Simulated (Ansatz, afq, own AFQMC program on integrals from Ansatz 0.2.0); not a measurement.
**GeNH₃ (triplet): AFQMC on the coupled-cluster ladder at distance Ge1–N2 = 2.092 Å, cc-pVDZ**

How near does AFQMC come to the top of the ladder for GeNH₃ (triplet)?

Method: cc-pVDZ, frozen cores; program: Ansatz 0.2.0, Gaussian basis, and an in-house AFQMC program (afq) on its integrals; all values are calculated.

To be run: PBE (unrestricted); r2SCAN (unrestricted); PBE0 (unrestricted); B3LYP (unrestricted); wB97M-V (unrestricted); B2PLYP (unrestricted); CCSD(T) on UHF; Phaseless AFQMC, CISD trial on UHF; Phaseless AFQMC, single-determinant trial on UHF; Free-projection AFQMC, CISD trial on UHF.

1 further run of the same task is left out (it didn't finish).

## (1) The system

The geometry derives from a PBE0/def2-TZVP stationary point (not a proven minimum). One bond is set to the value named and the two fragments are kept rigid. No spin-orbit coupling is included. The filled d shell of Ge may be among the frozen orbitals whatever the setting's name suggests; the logs give the count.

5 atoms, charge 0, spin multiplicity 3.

Atoms are counted from 1 here; the program's logs count them from 0.

Bond lengths: Ge1–N2 2.092 Å, Ge1–H3 1.537 Å, Ge1–H4 1.537 Å, Ge1–H5 1.537 Å. Angles: N2–Ge1–H3 108.2°, N2–Ge1–H4 108.2°, N2–Ge1–H5 108.2°, H3–Ge1–H4 110.7°, H3–Ge1–H5 110.7°, H4–Ge1–H5 110.7°.

## (2) PBE (unrestricted)

File in.yaml:

```yaml
crystal:
  periodic: [false, false, false]
  atoms:
    - {symbol: Ge, position_ang: [-0.310537, -0.002361, 0.000972]}
    - {symbol: N, position_ang: [1.781393, 0.013546, -0.005573]}
    - {symbol: H, position_ang: [-0.802824, 1.453266, 0.004027]}
    - {symbol: H, position_ang: [-0.782222, -0.736976, 1.265511]}
    - {symbol: H, position_ang: [-0.790150, -0.734351, -1.262108]}
basis:
  gaussian: {orbitals: cc-pVDZ}
magnetization: {spin_polarized: true, initial_magnetization: 2}
hamiltonian: {xc: {name: PBE}}
output: {orbitals: {seedname: orbitals}}
```

Run with:

```bash
$ ansatz run in.yaml --threads 1 --pin off --events-out ev --progress --plain --max-ram 1382MiB
```

Log:

```text
Functional definition: PBE
  name "PBE"
  cite "Perdew, Burke & Ernzerhof, Phys. Rev. Lett. 77, 3865 (1996) doi:10.1103/PhysRevLett.77.3865"
  parent pbe
  parameter kappa = 0.804
  parameter beta = 0.06672455060314922
  exchange = pbe_x(kappa = kappa, mu = beta*pi^2/3)
  correlation = pbe_c(beta = beta)
747 factors; their error is unknown
mean field evaluation 1: about -58040.4682 eV, gradient 1.6e1 eV
mean field evaluation 2: about -58036.8386 eV, gradient 2.9e1 eV
mean field evaluation 4: about -58041.8205 eV, gradient 9.6e-1 eV
mean field evaluation 8: about -58041.8185 eV, gradient 1.8e-2 eV
mean field evaluation 16: about -58041.8185 eV, gradient 1.1e-5 eV
mean field -58041.81846512 eV, -2132.9974864355 hartree, gradient 1.1e-5 eV, S^2 2.009671; 0 other end points of the search recorded, 0 dependent functions left out
reference -58041.81849442 eV, -2132.9974875123 hartree; 22, 20 occupied and 34, 36 virtual orbitals, 747 factors
Total energy: -58041.81849442 eV, -2132.9974875123 hartree
```

Wall time 1.9 s (1 thread of Arm Neoverse V2, shared host).

From the report: ⟨S²⟩ of the determinant 2.010 (pure triplet: 2.00).

## (3) r2SCAN (unrestricted)

Changes to in.yaml since step 2:

```diff
@@ -11,3 +11,2 @@
 magnetization: {spin_polarized: true, initial_magnetization: 2}
-hamiltonian: {xc: {name: PBE}}
-output: {orbitals: {seedname: orbitals}}
+hamiltonian: {xc: {name: r2SCAN}}
```

Launched as before.

Log:

```text
Functional definition: r2SCAN
  name "r2SCAN"
  cite "Furness, Kaplan, Ning, Perdew & Sun, J. Phys. Chem. Lett. 11, 8208 (2020) doi:10.1021/acs.jpclett.0c02405"
  cite "Furness, Kaplan, Ning, Perdew & Sun, J. Phys. Chem. Lett. 11, 9248 (2020) doi:10.1021/acs.jpclett.0c03077"
  parent r2scan
  parameter k0 = 0.174
  parameter k1 = 0.065
  parameter a1 = 4.9479
  exchange = r2scan_x(k0 = k0, k1 = k1, a1 = a1)
  correlation = r2scan_c
747 factors; their error is unknown
mean field evaluation 1: about -58050.4091 eV, gradient 1.3e1 eV
mean field evaluation 2: about -58048.8336 eV, gradient 2.1e1 eV
mean field evaluation 4: about -58051.3662 eV, gradient 6.2e-1 eV
mean field evaluation 8: about -58051.3612 eV, gradient 8.8e-2 eV
mean field evaluation 16: about -58051.3613 eV, gradient 6.0e-5 eV
mean field -58051.36129218 eV, -2133.3481788618 hartree, gradient 6.0e-5 eV, S^2 2.021227; 0 other end points of the search recorded, 0 dependent functions left out
reference -58051.36130139 eV, -2133.3481792001 hartree; 22, 20 occupied and 34, 36 virtual orbitals, 747 factors
Total energy: -58051.36130139 eV, -2133.3481792001 hartree
```

Run time: 4.4 s. Hardware: 1 thread of Arm Neoverse V2, shared host.

From the report: ⟨S²⟩ of the determinant 2.021 (pure triplet: 2.00).

## (4) PBE0 (unrestricted)

Changes to in.yaml since step 3:

```diff
@@ -11,2 +11,3 @@
 magnetization: {spin_polarized: true, initial_magnetization: 2}
-hamiltonian: {xc: {name: r2SCAN}}
+hamiltonian: {xc: {name: PBE0}}
+output: {orbitals: {seedname: orbitals}}
```

The command is unchanged.

Log:

```text
Functional definition: PBE0
  name "PBE0"
  cite "Adamo & Barone, J. Chem. Phys. 110, 6158 (1999) doi:10.1063/1.478522"
  cite "Perdew, Burke & Ernzerhof, Phys. Rev. Lett. 77, 3865 (1996) doi:10.1103/PhysRevLett.77.3865"
  parent pbe
  parameter a = 0.25
  parameter kappa = 0.804
  parameter beta = 0.06672455060314922
  exchange = (1 - a)*pbe_x(kappa = kappa, mu = beta*pi^2/3) + a*exact_x
  correlation = pbe_c(beta = beta)
591 factors; integrals over basis functions are off by at most 9.1e-4 eV
mean field evaluation 1: about -58042.8053 eV, gradient 1.1e1 eV
mean field evaluation 2: about -58042.4212 eV, gradient 1.4e1 eV
mean field evaluation 4: about -58043.5191 eV, gradient 2.7e-1 eV
mean field evaluation 8: about -58043.5469 eV, gradient 4.1e-2 eV
mean field evaluation 16: about -58043.5470 eV, gradient 6.3e-5 eV
mean field -58043.54697626 eV, -2133.0610080483 hartree, gradient 6.3e-5 eV, S^2 2.013391; 0 other end points of the search recorded, 0 dependent functions left out
reference -58043.54699821 eV, -2133.0610088551 hartree; 22, 20 occupied and 34, 36 virtual orbitals, 591 factors
Total energy: -58043.54699821 eV, -2133.0610088551 hartree
```

Wall time 2.2 s (1 thread of Arm Neoverse V2, shared host).

From the report: ⟨S²⟩ of the determinant 2.013 (pure triplet: 2.00).

## (5) B3LYP (unrestricted)

Changes to in.yaml since step 4:

```diff
@@ -11,3 +11,2 @@
 magnetization: {spin_polarized: true, initial_magnetization: 2}
-hamiltonian: {xc: {name: PBE0}}
-output: {orbitals: {seedname: orbitals}}
+hamiltonian: {xc: {name: B3LYP}}
```

The command is unchanged.

Log, shortened:

```text
Functional definition: B3LYP
  name "B3LYP"
  cite "Stephens, Devlin, Chabalowski & Frisch, J. Phys. Chem. 98, 11623 (1994) doi:10.1021/j100096a001"
  cite "Becke, Phys. Rev. A 38, 3098 (1988) doi:10.1103/PhysRevA.38.3098"
  cite "Lee, Yang & Parr, Phys. Rev. B 37, 785 (1988) doi:10.1103/PhysRevB.37.785"
  cite "Vosko, Wilk & Nusair, Can. J. Phys. 58, 1200 (1980) doi:10.1139/p80-159"
[...]
591 factors; integrals over basis functions are off by at most 9.1e-4 eV
[...]
mean field -58053.80188338 eV, -2133.4378689341 hartree, gradient 4.7e-5 eV, S^2 2.012089; 0 other end points of the search recorded, 0 dependent functions left out
reference -58053.80209001 eV, -2133.4378765274 hartree; 22, 20 occupied and 34, 36 virtual orbitals, 591 factors
Total energy: -58053.80209001 eV, -2133.4378765274 hartree
```

Wall time 2.1 s (1 thread of Arm Neoverse V2, shared host).

From the report: ⟨S²⟩ of the determinant 2.012 (pure triplet: 2.00).

## (6) wB97M-V (unrestricted)

Changes to in.yaml since step 5:

```diff
@@ -11,2 +11,3 @@
 magnetization: {spin_polarized: true, initial_magnetization: 2}
-hamiltonian: {xc: {name: B3LYP}}
+hamiltonian: {xc: {name: wB97M-V}}
+output: {orbitals: {seedname: orbitals}}
```

The command is unchanged.

Log, shortened:

```text
Functional definition: wB97M-V
  name "wB97M-V"
  cite "Mardirossian & Head-Gordon, J. Chem. Phys. 144, 214110 (2016) doi:10.1063/1.4952647"
  cite "Becke, J. Chem. Phys. 107, 8554 (1997) doi:10.1063/1.475007"
  cite "Vydrov & Van Voorhis, J. Chem. Phys. 133, 244103 (2010) doi:10.1063/1.3521275"
  # Of w^i u^j: cxij and so on, Table III.
[...]
  gx(w, u) = 1 - cx + cx01*u + cx10*w
  gss(w, u) = css00 + css04*u^4 + css10*w + css20*w^2 + css43*w^4*u^3
  gos(w, u) = cos00 + cos10*w + (cos20 + cos21*u)*w^2 + (cos60 + cos61*u)*w^6
[...]
      + integral(e_c_pw_mod_opposite_spin*gos(b97_w_opposite, b97_u_opposite)) + vv10(b, c)
591 factors; integrals over basis functions are off by at most 9.1e-4 eV
172 factors; integrals over basis functions are off by at most 4.7e-6 eV
[...]
mean field -58048.40174200 eV, -2133.2394173988 hartree, gradient 2.1e-5 eV, S^2 2.019136; 0 other end points of the search recorded, 0 dependent functions left out
reference -58048.40177545 eV, -2133.2394186281 hartree; 22, 20 occupied and 34, 36 virtual orbitals, 591 factors
Total energy: -58048.40177545 eV, -2133.2394186281 hartree
```

Run time: 9.5 s. Hardware: 1 thread of Arm Neoverse V2, shared host.

From the report: ⟨S²⟩ of the determinant 2.019 (pure triplet: 2.00).

## (7) B2PLYP (unrestricted)

Changes to in.yaml since step 6:

```diff
@@ -11,3 +11,3 @@
 magnetization: {spin_polarized: true, initial_magnetization: 2}
-hamiltonian: {xc: {name: wB97M-V}}
-output: {orbitals: {seedname: orbitals}}
+hamiltonian: {xc: {name: B2PLYP}}
+correlation: {electrons: outside_noble_gas}
```

Launched as before.

Log, shortened:

```text
Functional definition: B2PLYP
  name "B2PLYP"
  cite "Grimme, J. Chem. Phys. 124, 034108 (2006) doi:10.1063/1.2148954"
  cite "Becke, Phys. Rev. A 38, 3098 (1988) doi:10.1103/PhysRevA.38.3098"
  cite "Lee, Yang & Parr, Phys. Rev. B 37, 785 (1988) doi:10.1103/PhysRevB.37.785"
[...]
591 factors; integrals over basis functions are off by at most 9.1e-4 eV
[...]
mean field -58037.67329524 eV, -2132.8451542520 hartree, gradient 5.0e-6 eV, S^2 2.021080; 0 other end points of the search recorded, 0 dependent functions left out
15 core orbitals not correlated: weight in the atoms' cores, before any rotation towards them, 0.999 or more for the frozen orbitals, at most 0.001 for the correlated occupied ones
reference -58037.67342742 eV, -2132.8451591098 hartree; 7, 5 occupied and 34, 36 virtual orbitals, 591 factors
second order -6.74647158 eV of doubles, -0.00000000 eV of singles
Total energy: -58039.49497475 eV, -2132.9120997394 hartree
```

It took 2.2 s on 1 thread of Arm Neoverse V2, shared host.

From the report: ⟨S²⟩ of the determinant 2.021 (pure triplet: 2.00).

## (8) CCSD(T) on UHF

Changes to in.yaml since step 7:

```diff
@@ -11,3 +11,2 @@
 magnetization: {spin_polarized: true, initial_magnetization: 2}
-hamiltonian: {xc: {name: B2PLYP}}
-correlation: {electrons: outside_noble_gas}
+correlation: {method: ccsd_t, electrons: outside_noble_gas, hamiltonian_folder: ham}
```

Launched as before.

Log, shortened:

```text
Functional definition: HF
  name "HF"
  cite "Fock, Z. Phys. 61, 126 (1930) doi:10.1007/BF01340294"
  parent pbe
[...]
591 factors; integrals over basis functions are off by at most 9.1e-4 eV
[...]
mean field -57999.74555541 eV, -2131.4513355216 hartree, gradient 7.0e-6 eV, S^2 2.058172; 2 other end points of the search recorded, 0 dependent functions left out
determinant -57999.74555541 eV, -2131.4513355216 hartree, with singles and doubles -58006.25298793 eV, -2131.6904792559 hartree
determinant -57997.38721596 eV, -2131.3646681457 hartree, with singles and doubles -58003.86235349 eV, -2131.6026250609 hartree
15 core orbitals not correlated: weight in the atoms' cores, before any rotation towards them, 0.999 or more for the frozen orbitals, at most 0.001 for the correlated occupied ones
reference -57999.74555541 eV, -2131.4513355216 hartree; 7, 5 occupied and 34, 36 virtual orbitals, 591 factors
second order -5.34088486 eV of doubles, -0.00000000 eV of singles
cycle   1  -6.50813496 eV  change   -7.0e-4 eV  update   1.3e-3
[...]
cycle   7  -6.50969619 eV  change   -3.4e-6 eV  update   5.2e-6
perturbative correction -0.14472666 eV, -0.0053186068 hartree
Total energy: -58006.39997826 eV, -2131.6958810511 hartree
```

Wall time 3.5 s (1 thread of Arm Neoverse V2, shared host).

From the report: ⟨S²⟩ of the determinant 2.058 (pure triplet: 2.00); correlation -6.6544 eV; T1 0.018; largest double amplitude 0.05.

This run also writes the integrals to the folder ham.

## (9) Phaseless AFQMC, CISD trial on UHF

It reads the integrals that the CCSD(T) run on this determinant wrote.

Run with:

```bash
$ afq ham --method phaseless --trial cisd --walkers 60 --populations 1 --least-time 40 --time-step 0.005 --steps-per-block 50 --equilibration-blocks 28 --max-blocks 300 --target-error 0.00042 --factor-cut 1e-05 --start spin_pure --seed 2778 --release-times 0.24,0.51,0.99,1.62,2.4 --release-step 0.03 --release-every 4 --taylor-order 6
```

Log:

```text
orbitals 41  electrons 7 5  factors 325 of 591
reference energy -2131.45133552 Eh
CCSD correlation -0.23922673 Eh in 12 cycles, weight of the determinant in the CISD state 0.8824
energy of the start -2131.688617 Eh
 block  time / (1/Eh)  mean weight  energy / Eh
     1     0.250  0.9999  -2131.686119
     2     0.500  1.0001  -2131.687644
     3     0.750  1.0001  -2131.688551
     4     1.000  1.0009  -2131.691447
     5     1.250  1.0005  -2131.691655
     6     1.500  0.9994  -2131.694720
     7     1.750  1.0018  -2131.695588
     8     2.000  0.9987  -2131.693856
     9     2.250  1.0018  -2131.697212
    10     2.500  1.0019  -2131.697829
    13     3.250  0.9980  -2131.708577
    17     4.250  0.9997  -2131.698248
    21     5.250  0.9996  -2131.698731
    25     6.250  0.9996  -2131.699215
    29     7.250  1.0024  -2131.699529
    33     8.250  1.0004  -2131.695853
    37     9.250  1.0007  -2131.699282
    41    10.250  0.9999  -2131.700593
    45    11.250  0.9982  -2131.692316
    49    12.250  0.9995  -2131.692418
    53    13.250  1.0008  -2131.696482
    57    14.250  1.0017  -2131.697646
    61    15.250  0.9990  -2131.696292
    65    16.250  1.0013  -2131.696041
    69    17.250  1.0008  -2131.694717
    73    18.250  1.0029  -2131.694021
    77    19.250  1.0040  -2131.694467
    81    20.250  1.0014  -2131.694514
    85    21.250  1.0034  -2131.694359
    89    22.250  1.0016  -2131.695967
    93    23.250  1.0025  -2131.698962
    97    24.250  0.9998  -2131.692750
   101    25.250  0.9996  -2131.700629
   105    26.250  0.9999  -2131.699697
   109    27.250  0.9978  -2131.694743
   113    28.250  1.0008  -2131.698358
   117    29.250  1.0004  -2131.694562
   121    30.250  0.9984  -2131.700637
   125    31.250  0.9995  -2131.693887
   129    32.250  0.9996  -2131.695939
   133    33.250  1.0012  -2131.695675
   137    34.250  0.9964  -2131.701630
   141    35.250  0.9984  -2131.709823
   145    36.250  0.9986  -2131.697631
   149    37.250  1.0002  -2131.696727
   153    38.250  1.0015  -2131.693824
   157    39.250  1.0031  -2131.695867
   161    40.250  1.0010  -2131.697824
   165    41.250  1.0001  -2131.695632
   169    42.250  0.9993  -2131.692287
   173    43.250  1.0004  -2131.696298
   177    44.250  0.9970  -2131.693863
   181    45.250  0.9986  -2131.697921
   185    46.250  1.0002  -2131.695018
blocks merged  error / Eh  count
     1  0.000232  160
     2  0.000271  80
     4  0.000313  40
     8  0.000337  20
    16  0.000268  10
released: time / (1/Eh)  energy / Eh  error  mean overlap
  0.24  -2131.696749  0.000457  0.9945
  0.51  -2131.696777  0.000388  0.9957
  0.99  -2131.696440  0.000410  1.0016
  1.62  -2131.697463  0.000536  0.9891
  2.40  -2131.697444  0.000622  0.9882
energy -2131.696183 +/- 0.000337 Eh
```

It took 6.3 min on 1 thread of Arm Neoverse V2, shared host.

Energy -58006.4082 ± 0.0092 eV. Caveats: constraint bias not in the error.

## (10) Phaseless AFQMC, single-determinant trial on UHF

It reads the integrals that the CCSD(T) run on this determinant wrote.

Run with:

```bash
$ afq ham --method phaseless --trial hf --walkers 120 --populations 1 --least-time 40 --time-step 0.005 --steps-per-block 20 --equilibration-blocks 112 --max-blocks 600 --target-error 0.00126 --factor-cut 1e-05 --start spin_pure --seed 2922 --taylor-order 6
```

Log:

```text
orbitals 41  electrons 7 5  factors 325 of 591
reference energy -2131.45133552 Eh
CCSD correlation -0.23922673 Eh in 12 cycles, weight of the determinant in the CISD state 0.8824
energy of the start -2131.453045 Eh
 block  time / (1/Eh)  mean weight  energy / Eh
     1     0.100  1.0010  -2131.503477
     2     0.200  1.0027  -2131.544696
     3     0.300  1.0035  -2131.576198
     4     0.400  1.0013  -2131.597254
     5     0.500  1.0014  -2131.604738
     6     0.600  0.9999  -2131.623381
     7     0.700  1.0001  -2131.637693
     8     0.800  1.0016  -2131.654928
     9     0.900  1.0009  -2131.679538
    10     1.000  1.0010  -2131.676039
    18     1.800  0.9994  -2131.686769
    35     3.500  0.9985  -2131.671383
    52     5.200  0.9992  -2131.716459
    69     6.900  1.0003  -2131.711710
    86     8.600  1.0014  -2131.695877
   103    10.300  1.0027  -2131.717523
   120    12.000  0.9999  -2131.733979
   137    13.700  1.0001  -2131.678437
   154    15.400  0.9997  -2131.726076
   171    17.100  0.9994  -2131.713235
   188    18.800  1.0012  -2131.690097
   205    20.500  0.9985  -2131.724003
   222    22.200  1.0002  -2131.700769
   239    23.900  1.0025  -2131.680902
   256    25.600  1.0005  -2131.696675
   273    27.300  1.0016  -2131.684970
   290    29.000  0.9986  -2131.712387
   307    30.700  1.0000  -2131.695007
   324    32.400  0.9998  -2131.673298
   341    34.100  1.0016  -2131.711292
   358    35.800  1.0038  -2131.704800
   375    37.500  0.9986  -2131.711713
   392    39.200  1.0018  -2131.691409
   409    40.900  0.9994  -2131.695954
   426    42.600  1.0035  -2131.703782
   443    44.300  1.0022  -2131.672895
   460    46.000  0.9980  -2131.686431
   477    47.700  1.0018  -2131.698896
   494    49.400  1.0010  -2131.668329
   511    51.100  1.0012  -2131.658659
   528    52.800  1.0000  -2131.692398
   545    54.500  0.9995  -2131.691074
   562    56.200  0.9999  -2131.707657
   579    57.900  1.0017  -2131.690283
   596    59.600  0.9989  -2131.675277
   613    61.300  1.0019  -2131.660192
   630    63.000  0.9993  -2131.714749
   647    64.700  1.0020  -2131.701163
   664    66.400  0.9995  -2131.681822
   681    68.100  0.9995  -2131.698264
   698    69.800  1.0000  -2131.699034
blocks merged  error / Eh  count
     1  0.000714  600
     2  0.000956  300
     4  0.001268  150
     8  0.001623  75
    16  0.002022  37
    32  0.002208  18
    64  0.002421  9
energy -2131.697845 +/- 0.002208 Eh
```

It took 6.2 min on 1 thread of Arm Neoverse V2, shared host.

Energy -58006.4534 ± 0.0601 eV. Caveats: constraint bias not in the error; error above the target.

## (11) Free-projection AFQMC, CISD trial on UHF

It reads the integrals that the CCSD(T) run on this determinant wrote.

Run with:

```bash
$ afq ham --method free --trial cisd --walkers 60 --time-step 0.03 --max-blocks 80 --target-error 0.00042 --factor-cut 1e-05 --seed 8551 --times 0,0.21,0.42,0.81,1.2,1.8,2.4,3 --taylor-order 8
```

Log:

```text
orbitals 41  electrons 7 5  factors 325 of 591
reference energy -2131.45133552 Eh
CCSD correlation -0.23922673 Eh in 12 cycles, weight of the determinant in the CISD state 0.8824
repeat  energy at the last time / Eh  error
    10  -2131.697895  0.001196
    20  -2131.697958  0.000803
    30  -2131.697264  0.000629
    40  -2131.697315  0.000535
    50  -2131.697405  0.000532
    60  -2131.697740  0.000551
    70  -2131.697751  0.000521
    80  -2131.697752  0.000479
time / (1/Eh)  energy / Eh  error  mean overlap
  0.00  -2131.690516  0.000151  1.1328
  0.21  -2131.693496  0.000134  1.1304
  0.42  -2131.694721  0.000175  1.1361
  0.81  -2131.696202  0.000223  1.1362
  1.20  -2131.696990  0.000226  1.1256
  1.80  -2131.697251  0.000297  1.1362
  2.40  -2131.697204  0.000343  1.1658
  3.00  -2131.697752  0.000479  1.1292
energy -2131.697752 +/- 0.000479 Eh
```

Wall time 5.8 min (1 thread of Arm Neoverse V2, shared host).

Energy -58006.4509 ± 0.0130 eV. Caveats: remainder of the start not in the error.

## (12) AFQMC on the ladder

On the UHF determinant, counted from CCSD(T) (a yardstick, not exact):

```
                                                             level  energy (eV)  from CCSD(T) (kJ/mol)  statistical error (kJ/mol)     time
                                                                HF  -57999.7456                 +642.1                                     
                                                               MP2  -58005.0864                 +126.7                                     
                                                              CCSD  -58006.2553                  +14.0                                     
                                                           CCSD(T)  -58006.4000                    0.0                                     
               Phaseless AFQMC, CISD trial, step 0.005, 60 walkers  -58006.4082                   -0.8                         0.9  6.3 min
Phaseless AFQMC, single-determinant trial, step 0.005, 120 walkers  -58006.4534                   -5.2                         5.8  6.2 min
          Free-projection AFQMC, CISD trial, step 0.03, 60 walkers  -58006.4509                   -4.9                         1.3  5.8 min
```

The functionals' totals stand on their own zeros and serve differences with other points: PBE -58041.818 eV; r2SCAN -58051.361 eV; PBE0 -58043.547 eV; B3LYP -58053.802 eV; wB97M-V -58048.402 eV; B2PLYP -58039.495 eV.

## (13) What came out

| quantity | value |
| --- | --- |
| Phaseless AFQMC, CISD trial on UHF from CCSD(T) | -0.8 ± 0.9 kJ/mol |
| Phaseless AFQMC, single-determinant trial on UHF from CCSD(T) | -5.2 ± 5.8 kJ/mol |
| Free-projection AFQMC, CISD trial on UHF from CCSD(T) | -4.9 ± 1.3 kJ/mol |

**Reading.** On UHF the phaseless walk with the CISD trial lies -0.8 kJ/mol from CCSD(T), within three error bars. Free projection has no constraint; at the last time it gives -4.9 ± 1.3 kJ/mol, and from a start that isn't spin pure other spins can mix in. Error bars are statistical and leave out the constraint, the time step and what remains of the start.
